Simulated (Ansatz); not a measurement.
# H₄HfO₃S: small, medium and large basis sets

One table from this session's results is given with a row withheld; the runs are named, their logs left out.

Computed with Ansatz 0.2.0, Gaussian basis. Level: one geometry, several basis sets.

Levels to be run: PBE0-D4/def2-SVP; ωB97M-V/def2-SVP; PBE0-D4/def2-QZVPP; ωB97M-V/def2-QZVPP; the functionals' def2-TZVPP values are taken from earlier runs.

## The relaxed structure

An earlier PBE0-D4 in a triple-zeta def2 set relaxation fixed the geometry. Hf takes the def2 core potential; no spin-orbit term is included.

SMILES `[OH][Hf]([OH])([OH])[SH]`, 9 atoms, charge 0, spin multiplicity 1.

Atoms are counted from 1 here; the program's logs count them from 0.

Bond lengths: O1–Hf2 1.920 Å, O1–H6 0.951 Å, Hf2–O3 1.922 Å, Hf2–O4 1.916 Å, Hf2–S5 2.478 Å, O3–H7 0.951 Å, O4–H8 0.952 Å, S5–H9 1.346 Å. Angles: Hf2–O1–H6 160.1°, O1–Hf2–O3 108.7°, O1–Hf2–O4 113.0°, O1–Hf2–S5 109.2°, O3–Hf2–O4 111.4°, O3–Hf2–S5 109.8°, O4–Hf2–S5 104.6°, Hf2–O3–H7 158.4°, Hf2–O4–H8 160.9°, Hf2–S5–H9 92.4°.

Coordinates:

```mol
H4HfO3S
  3D, bonds by distance, orders not assigned

  9  8  0  0  0  0  0  0  0  0999 V2000
   -1.1624    0.2025    1.4516 O   0  0
   -0.0242   -0.1256   -0.0601 Hf  0  0
    1.8068    0.0080    0.5079 O   0  0
   -0.3732   -1.8071   -0.9102 O   0  0
   -0.4843    1.5681   -1.8090 S   0  0
   -1.4334    0.3587    2.3499 H   0  0
    2.7490   -0.1224    0.4937 H   0  0
   -0.7382   -2.6688   -1.0832 H   0  0
   -0.3402    2.5866   -0.9407 H   0  0
  1  2  8  0
  2  3  8  0
  2  4  8  0
  2  5  8  0
  1  6  8  0
  3  7  8  0
  4  8  8  0
  5  9  8  0
M  END
```

The first run:

in.yaml reads:

```yaml
crystal:
  periodic: [false, false, false]
  atoms:
    - {symbol: O, position_ang: [-1.162373, 0.202492, 1.451601]}
    - {symbol: Hf, position_ang: [-0.024201, -0.125584, -0.060086]}
    - {symbol: O, position_ang: [1.806756, 0.008020, 0.507873]}
    - {symbol: O, position_ang: [-0.373226, -1.807103, -0.910171]}
    - {symbol: S, position_ang: [-0.484250, 1.568084, -1.808972]}
    - {symbol: H, position_ang: [-1.433364, 0.358687, 2.349937]}
    - {symbol: H, position_ang: [2.749001, -0.122382, 0.493729]}
    - {symbol: H, position_ang: [-0.738177, -2.668813, -1.083186]}
    - {symbol: H, position_ang: [-0.340186, 2.586590, -0.940734]}
basis:
  gaussian: {orbitals: def2-SVP}
hamiltonian: {xc: pbe0, dispersion: d4}
output: {orbitals: {seedname: orbitals}}
```

Run with:

```bash
$ ansatz run in.yaml --threads 4 --pin off --events-out ev --progress --plain --max-ram 10444MiB
```

Steps of the session up to this table: PBE0-D4 in def2-SVP; ωB97M-V in def2-SVP; PBE0-D4 in def2-QZVPP; ωB97M-V in def2-QZVPP.

One table of the session follows, with a row left open; its other results are not shown here.

It belongs to the step «Functionals by basis». 

| functional | basis | HOMO (eV) |
| --- | --- | --- |
| PBE0-D4 | def2-SVP | -6.83 |
| PBE0-D4 | def2-TZVPP | -6.98 |
| PBE0-D4 | def2-QZVPP | -7.03 |
| ωB97M-V | def2-SVP | ? |
| ωB97M-V | def2-TZVPP | -9.15 |
| ωB97M-V | def2-QZVPP | -9.21 |

**Question.** Estimate the row for ωB97M-V, def2-SVP.

As computed: HOMO (eV): -8.96. In the column «HOMO (eV)» it lies between ωB97M-V, def2-TZVPP (-9.15) and PBE0-D4, def2-QZVPP (-7.03).
